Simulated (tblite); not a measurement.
# C3HGeN3O3 (GeH(NCO)3) at 3 levels

Aim: a comparison of 3 runs (GFN2-xTB, GFN1-xTB, IPEA1-xTB) of C3HGeN3O3 (GeH(NCO)3). 

The results are computed with tblite 0.8.0.

7 further runs of the same task are left out: 1 that didn't finish, 6 set aside as unsound or not needed.

### Step 1. The molecule

The species is C3HGeN3O3 (11 atoms), meant as a singlet with charge 0. SMILES: `[H][Ge]([N]=C=O)([N]=C=O)[N]=C=O`. Geometry: a GFN2-xTB relaxation, a rough one for these elements and not checked as a minimum. This is one conformer, not always the lowest.

Bond lengths: Ge1–N3 1.778 Å, N3–C4 1.192 Å, C4–O5 1.151 Å, Ge1–N6 1.779 Å, N6–C7 1.192 Å, C7–O8 1.151 Å, Ge1–N9 1.778 Å, N9–C10 1.192 Å, C10–O11 1.151 Å, Ge1–H2 1.482 Å. Some angles: Ge1–N3–C4 171.4°, N3–Ge1–N6 108.3°, N3–Ge1–N9 108.2°, N6–Ge1–N9 108.5°, N3–C4–O5 177.9°, Ge1–N6–C7 167.7°, N6–C7–O8 177.2°, Ge1–N9–C10 169.9°, N9–C10–O11 177.6°, H2–Ge1–N3 110.8°.

### Step 2. Energy and one-electron properties at GFN2-xTB (run 1)

The input, xtb_job.py:

```python
import json
import numpy as np
from tblite.interface import Calculator

symbols = ["Ge", "H", "N", "C", "O", "N", "C", "O", "N", "C", "O"]
numbers = np.array([32, 1, 7, 6, 8, 7, 6, 8, 7, 6, 8])
positions = np.array([
    [0.036280, 0.014500, 0.856750],
    [0.104050, 0.029930, 2.337080],
    [1.667700, 0.023820, 0.150360],
    [2.680460, -0.006570, -0.477590],
    [3.679760, -0.030770, -1.048500],
    [-0.838190, 1.445760, 0.264240],
    [-1.361320, 2.314560, -0.362730],
    [-1.879630, 3.178410, -0.919480],
    [-0.809520, -1.441750, 0.285280],
    [-1.367650, -2.325780, -0.287280],
    [-1.911930, -3.202110, -0.798130],
]) / 0.5291772

calc = Calculator("GFN2-xTB", numbers, positions, charge=0, uhf=0)
calc.add("bond-orders")
calc.add("molecular-multipoles")
result = calc.singlepoint()

thr = 0.2
print(f"Total energy: {result.get('energy') * 2625.4996:.8f} kJ/mol")
eps = np.atleast_2d(result.get("orbital-energies")) * 27.211386
occ = np.atleast_2d(result.get("orbital-occupations"))
filled = occ.sum(axis=0) if eps.shape[0] == 1 else occ[0]
homo = np.nonzero(filled > 0.5)[0].max()
print(f"HOMO {eps[0, homo]:.4f} eV")
if homo + 1 < eps.shape[1]:
    print(f"LUMO {eps[0, homo + 1]:.4f} eV, gap {eps[0, homo + 1] - eps[0, homo]:.4f} eV")
mu = result.get("dipole") * 2.541746
print(f"Dipole moment: {np.linalg.norm(mu):.4f} D, components " + " ".join(f"{c:.4f}" for c in mu))
q = result.get("charges")
print("atom     charge    atomic energy/Eh")
for i, (s, e) in enumerate(zip(symbols, result.get("energies"))):
    print(f"{s:<2}{i + 1:<3} {q[i]:9.4f} {e:14.6f}")
bo = result.get("bond-orders")
bo = bo[..., 0] if bo.ndim == 3 else bo
print("Wiberg-Mayer bond orders above {}:".format(thr))
for i in range(len(symbols)):
    for k in range(i):
        if bo[i, k] > thr:
            print(f"  {symbols[k]}{k + 1}-{symbols[i]}{i + 1}  {bo[i, k]:.3f}")
print("traceless quadrupole (xx xy yy xz yz zz, e bohr^2):", np.round(result.get("quadrupole"), 4))
out = {k: np.asarray(result.get(k)).tolist() for k in ("energy", "gradient", "charges", "dipole", "orbital-energies", "orbital-occupations", "bond-orders", "energies", "quadrupole")}
out.update(symbols=symbols, positions=(positions * 0.529177210903).tolist())
json.dump(out, open("results.json", "w"))
```

The run is started by

```bash
$ python xtb_job.py
```

Standard output:

```text
------------------------------------------------------------
  cycle        total energy    energy error   density error
------------------------------------------------------------
      1     -29.37943964138  -2.9808733E+01   3.6358461E-01
      2     -29.87631370957  -4.9687407E-01   1.3166491E-01
      3     -29.90667875603  -3.0365046E-02   1.0272698E-01
      4     -29.90343094557   3.2478105E-03   5.0850882E-02
      5     -29.92768244784  -2.4251502E-02   1.3012286E-02
      6     -29.92716882597   5.1362187E-04   1.4565958E-02
      7     -29.92898457658  -1.8157506E-03   2.4387313E-03
      8     -29.92900706580  -2.2489222E-05   1.3995095E-03
      9     -29.92902201562  -1.4949818E-05   1.8868515E-04
     10     -29.92902238960  -3.7398368E-07   3.8523910E-05
     11     -29.92902239619  -6.5857648E-09   1.1038656E-05
------------------------------------------------------------

 total:                                   0.007 sec
Total energy: -78578.63632958 kJ/mol
HOMO -12.5875 eV
LUMO -6.4889 eV, gap 6.0987 eV
Dipole moment: 2.5643 D, components 0.1159 0.0295 2.5615
atom     charge    atomic energy/Eh
Ge1      0.3071      -2.081194
H 2      0.0771      -0.433446
N 3     -0.2187      -2.910974
C 4      0.3347      -2.142951
O 5     -0.2438      -4.083974
N 6     -0.2194      -2.911595
C 7      0.3349      -2.142782
O 8     -0.2436      -4.083899
N 9     -0.2192      -2.911304
C 10     0.3348      -2.142894
O 11    -0.2439      -4.084010
Wiberg-Mayer bond orders above 0.2:
  Ge1-H2  0.771
  Ge1-N3  0.989
  N3-C4  1.961
  N3-O5  0.358
  C4-O5  1.933
  Ge1-N6  0.988
  N6-C7  1.959
  N6-O8  0.358
  C7-O8  1.934
  Ge1-N9  0.989
  N9-C10  1.961
  N9-O11  0.358
  C10-O11  1.933
traceless quadrupole (xx xy yy xz yz zz, e bohr^2): [-4.903  -0.0455 -4.688   1.0913  0.4194  9.5909]
```

It took 0.17 s on 1 thread of Arm Neoverse V1, shared host.

Atomic charges (e):

```tsv
atom	Mulliken
Ge1	+0.307
H2	+0.077
N3	-0.219
C4	+0.335
O5	-0.244
N6	-0.219
C7	+0.335
O8	-0.244
N9	-0.219
C10	+0.335
O11	-0.244
```

### Step 3. Energy and forces at GFN1-xTB (run 2)

The input, run.py:

```python
import json
import numpy as np
from tblite.interface import Calculator

symbols = ["Ge", "H", "N", "C", "O", "N", "C", "O", "N", "C", "O"]
numbers = np.array([32, 1, 7, 6, 8, 7, 6, 8, 7, 6, 8])
positions = np.array([
    [0.036280, 0.014500, 0.856750],
    [0.104050, 0.029930, 2.337080],
    [1.667700, 0.023820, 0.150360],
    [2.680460, -0.006570, -0.477590],
    [3.679760, -0.030770, -1.048500],
    [-0.838190, 1.445760, 0.264240],
    [-1.361320, 2.314560, -0.362730],
    [-1.879630, 3.178410, -0.919480],
    [-0.809520, -1.441750, 0.285280],
    [-1.367650, -2.325780, -0.287280],
    [-1.911930, -3.202110, -0.798130],
]) / 0.529177210903

xtb = Calculator("GFN1-xTB", numbers, positions, charge=0, uhf=0)
sp = xtb.singlepoint()

print(f"Total energy: {sp.get('energy') * 2625.4996:.8f} kJ/mol")
eps = np.atleast_2d(sp.get("orbital-energies")) * 27.211386
occ = np.atleast_2d(sp.get("orbital-occupations"))
filled = occ.sum(axis=0) if eps.shape[0] == 1 else occ[0]
homo = np.nonzero(filled > 0.5)[0].max()
print(f"HOMO {eps[0, homo]:.4f} eV")
if homo + 1 < eps.shape[1]:
    print(f"LUMO {eps[0, homo + 1]:.4f} eV, gap {eps[0, homo + 1] - eps[0, homo]:.4f} eV")
mu = sp.get("dipole") * 2.541746
print(f"Dipole moment: {np.linalg.norm(mu):.4f} D, components " + " ".join(f"{c:.4f}" for c in mu))
q = sp.get("charges")
g = sp.get("gradient")
print("atom     charge      dE/dx        dE/dy        dE/dz   (Eh/bohr)")
for i, s in enumerate(symbols):
    print(f"{s:<2}{i + 1:<3} {q[i]:9.4f} {g[i, 0]:12.7f} {g[i, 1]:12.7f} {g[i, 2]:12.7f}")
print(f"gradient norm {np.linalg.norm(g):.6f} Eh/bohr")
out = {k: np.asarray(sp.get(k)).tolist() for k in ("energy", "gradient", "charges", "dipole", "orbital-energies", "orbital-occupations")}
out.update(symbols=symbols, positions=(positions * 0.529177210903).tolist())
json.dump(out, open("results.json", "w"))
```

The run is started by

```bash
$ python run.py
```

Standard output:

```text
------------------------------------------------------------
  cycle        total energy    energy error   density error
------------------------------------------------------------
      1     -30.90820456172  -3.1339960E+01   9.0179573E-01
      2     -31.74056773804  -8.3236318E-01   4.7327981E-01
      3     -31.45301101462   2.8755672E-01   3.6770461E-01
      4     -32.20407788466  -7.5106687E-01   1.5841835E-01
      5     -32.23950434748  -3.5426463E-02   5.0459652E-02
      6     -32.24807737868  -8.5730312E-03   1.4202788E-02
      7     -32.24799007375   8.7304930E-05   1.0651567E-02
      8     -32.24869056676  -7.0049302E-04   2.5742429E-03
      9     -32.24871911926  -2.8552498E-05   8.8162260E-04
     10     -32.24872246308  -3.3438224E-06   1.2709634E-04
     11     -32.24872253572  -7.2639374E-08   7.0279455E-05
     12     -32.24872256496  -2.9232517E-08   1.4489663E-05
------------------------------------------------------------

 total:                                   0.008 sec
Total energy: -84669.00819480 kJ/mol
HOMO -13.3449 eV
LUMO -6.9816 eV, gap 6.3633 eV
Dipole moment: 3.3424 D, components 0.1445 0.0453 3.3389
atom     charge      dE/dx        dE/dy        dE/dz   (Eh/bohr)
Ge1      0.5828   -0.0008582   -0.0002937   -0.0225585
H 2      0.0215    0.0001751    0.0000955    0.0052531
N 3     -0.3720   -0.0118899   -0.0003183    0.0055034
C 4      0.5838    0.0111756   -0.0000134   -0.0056985
O 5     -0.4132   -0.0114386    0.0001991    0.0066414
N 6     -0.3725    0.0063970   -0.0101120    0.0041832
C 7      0.5838   -0.0059450    0.0094894   -0.0052272
O 8     -0.4127    0.0060741   -0.0098845    0.0065169
N 9     -0.3722    0.0058374    0.0104212    0.0041896
C 10     0.5838   -0.0056945   -0.0095641   -0.0047176
O 11    -0.4131    0.0061669    0.0099808    0.0059144
gradient norm 0.044843 Eh/bohr
```

Wall time 0.18 s (1 thread of Arm Neoverse V1, shared host).

### Step 4. Energy and one-electron properties at IPEA1-xTB (ALPB octanol) (run 3)

The input, molecule.sdf:

```

     RDKit          3D

 11 10  0  0  0  0  0  0  0  0999 V2000
    0.0363    0.0145    0.8568 Ge  0  0  0  0  0  4  0  0  0  0  0  0
    0.1040    0.0299    2.3371 H   0  0  0  0  0  0  0  0  0  0  0  0
    1.6677    0.0238    0.1504 N   0  0  0  0  0  0  0  0  0  0  0  0
    2.6805   -0.0066   -0.4776 C   0  0  0  0  0  0  0  0  0  0  0  0
    3.6798   -0.0308   -1.0485 O   0  0  0  0  0  0  0  0  0  0  0  0
   -0.8382    1.4458    0.2642 N   0  0  0  0  0  0  0  0  0  0  0  0
   -1.3613    2.3146   -0.3627 C   0  0  0  0  0  0  0  0  0  0  0  0
   -1.8796    3.1784   -0.9195 O   0  0  0  0  0  0  0  0  0  0  0  0
   -0.8095   -1.4418    0.2853 N   0  0  0  0  0  0  0  0  0  0  0  0
   -1.3676   -2.3258   -0.2873 C   0  0  0  0  0  0  0  0  0  0  0  0
   -1.9119   -3.2021   -0.7981 O   0  0  0  0  0  0  0  0  0  0  0  0
  2  1  1  0
  3  1  1  0
  4  3  2  0
  5  4  2  0
  6  1  1  0
  7  6  2  0
  8  7  2  0
  9  1  1  0
 10  9  2  0
 11 10  2  0
M  END
$$$$
```

The input, xtb_job.py:

```python
import json
import numpy as np
from tblite.interface import Calculator
from rdkit import Chem

mol = Chem.MolFromMolFile("molecule.sdf", removeHs=False, sanitize=False)
symbols = [a.GetSymbol() for a in mol.GetAtoms()]
numbers = np.array([a.GetAtomicNum() for a in mol.GetAtoms()])
positions = mol.GetConformer().GetPositions() / 0.52917721

def run(charge, uhf):
    tb = Calculator("IPEA1-xTB", numbers, positions, charge=charge, uhf=uhf)
    tb.set("max-iter", 80)
    tb.set("mixer-damping", 0.2)
    tb.add("spin-polarization", 1.0)
    tb.add("alpb-solvation", "octanol")
    return tb.singlepoint()

states = [[0, 0], [0, 2], [0, 4]]  # charge, unpaired electrons
runs = [run(q, n) for q, n in states]
e = np.array([x.get('energy') for x in runs])
for (q, n), x in zip(states, e):
    print(f"charge {q:+d}, {n} unpaired: E = {x:.8f} Eh, relative {(x - e[0]) * 27.211386:.4f} eV")
out = {k: np.asarray(runs[0].get(k)).tolist() for k in ("energy", "gradient", "charges", "dipole", "orbital-energies", "orbital-occupations")}
out.update(symbols=symbols, positions=(positions * 0.529177210903).tolist(), state_energies=e.tolist(), state_charges=[x.get("charges").tolist() for x in runs])
json.dump(out, open("results.json", "w"))
```

The run is started by

```bash
$ python xtb_job.py
```

Standard output:

```text
------------------------------------------------------------
  cycle        total energy    energy error   density error
------------------------------------------------------------
      1     -34.25802928653  -3.4825241E+01   4.8693844E-01
      2     -35.64349074987  -1.3854615E+00   3.1135950E-01
      3     -35.68274039453  -3.9249645E-02   2.1473492E-01
      4     -35.65897436275   2.3766032E-02   4.9342403E-02
      5     -35.69508737243  -3.6113010E-02   5.4381308E-03
      6     -35.69438284461   7.0452782E-04   8.1007674E-03
      7     -35.69515850947  -7.7566486E-04   3.1652155E-03
      8     -35.69528761193  -1.2910247E-04   7.3721970E-04
      9     -35.69529276413  -5.1521948E-06   3.6101553E-04
     10     -35.69529468222  -1.9180970E-06   2.5687775E-05
     11     -35.69529466897   1.3255622E-08   3.1572367E-05
     12     -35.69529468496  -1.5993614E-08   1.1469252E-06
------------------------------------------------------------

 total:                                   0.017 sec
------------------------------------------------------------
  cycle        total energy    energy error   density error
------------------------------------------------------------
      1     -33.98279797757  -3.4550010E+01   4.7963052E-01
      2     -35.44854309631  -1.4657451E+00   2.9697878E-01
      3     -35.38455766138   6.3985435E-02   2.3503383E-01
      4     -35.26673640654   1.1782125E-01   2.0050646E-01
      5     -35.25695254574   9.7838608E-03   1.4189475E-01
      6     -35.32909397880  -7.2141433E-02   1.0521563E-01
      7     -35.44409552663  -1.1500155E-01   6.5479038E-02
      8     -35.49389398094  -4.9798454E-02   2.1201735E-02
      9     -35.47811442081   1.5779560E-02   3.9887472E-02
     10     -35.46376243311   1.4351988E-02   5.1427617E-02
[... 14 lines of this table left out ...]
     25     -35.49725772760   6.2839419E-08   1.3293217E-04
     26     -35.49725793227  -2.0467381E-07   4.7743096E-05
     27     -35.49725795248  -2.0205057E-08   2.7983222E-05
     28     -35.49725796061  -8.1285023E-09   8.4744916E-06
------------------------------------------------------------

 total:                                   0.035 sec
------------------------------------------------------------
  cycle        total energy    energy error   density error
------------------------------------------------------------
      1     -33.83888131512  -3.4406093E+01   4.6266229E-01
      2     -35.26325803665  -1.4243767E+00   3.0476282E-01
      3     -35.22489611584   3.8361921E-02   2.3948311E-01
      4     -34.75085543792   4.7404068E-01   2.5937751E-01
      5     -34.92506705540  -1.7421162E-01   1.7826165E-01
      6     -35.05958977102  -1.3452272E-01   1.3712408E-01
      7     -35.22249641135  -1.6290664E-01   7.3855408E-02
      8     -35.24482040787  -2.2323997E-02   6.3508985E-02
      9     -35.27559435917  -3.0773951E-02   4.1466493E-02
     10     -35.29315283190  -1.7558473E-02   1.7054015E-02
[... 18 lines of this table left out ...]
     29     -35.29601418327  -9.7174912E-08   4.5845180E-05
     30     -35.29601419421  -1.0947183E-08   2.2712641E-05
     31     -35.29601419076   3.4555327E-09   2.1449729E-05
     32     -35.29601419604  -5.2857843E-09   1.0807562E-05
------------------------------------------------------------

 total:                                   0.039 sec
charge +0, 0 unpaired: E = -35.69529468 Eh, relative 0.0000 eV
charge +0, 2 unpaired: E = -35.49725796 Eh, relative 5.3889 eV
charge +0, 4 unpaired: E = -35.29601420 Eh, relative 10.8650 eV
```

Wall time 0.35 s (1 thread of Arm Neoverse V1, shared host).

Atomic charges (e):

```tsv
atom	Mulliken
Ge1	+0.068
H2	+0.106
N3	-0.183
C4	+0.320
O5	-0.195
N6	-0.183
C7	+0.320
O8	-0.195
N9	-0.183
C10	+0.320
O11	-0.195
```

### Step 5. All runs side by side

```tsv
run	level	task	iteration cap	energy (Eh)	dipole moment (D)	HOMO energy (eV)	LUMO energy (eV)	wall time
1	GFN2-xTB	properties	–	-29.929022	2.56	-12.59	-6.49	0.17 s
2	GFN1-xTB	gradient	–	-32.248723	3.34	-13.34	-6.98	0.18 s
3	IPEA1-xTB (ALPB octanol)	properties	80	-35.695295	2.29	-13.84	-8.37	0.35 s
```

### Step 6. Results

| quantity | value |
| --- | --- |
| run 3: total energy | -35.69529 Eh |
| run 3: dipole moment | 2.29 D |
| run 3: HOMO energy | -13.84 eV |
| run 3: LUMO energy | -8.37 eV |
| run 3: HOMO–LUMO gap | 5.46 eV |
| run 3: largest force on an atom | 2.052 eV/Å |

The dipole moment (its size) runs from 2.29 D (IPEA1-xTB) to 3.34 D (GFN1-xTB). The two ends differ in method and solvent. The HOMO–LUMO gap runs from 5.46 eV (IPEA1-xTB) to 6.36 eV (GFN1-xTB). Force-field and semi-empirical energies have zeros of their own, so their totals don't compare. All runs together took 0.7 s, the longest 0.35 s.
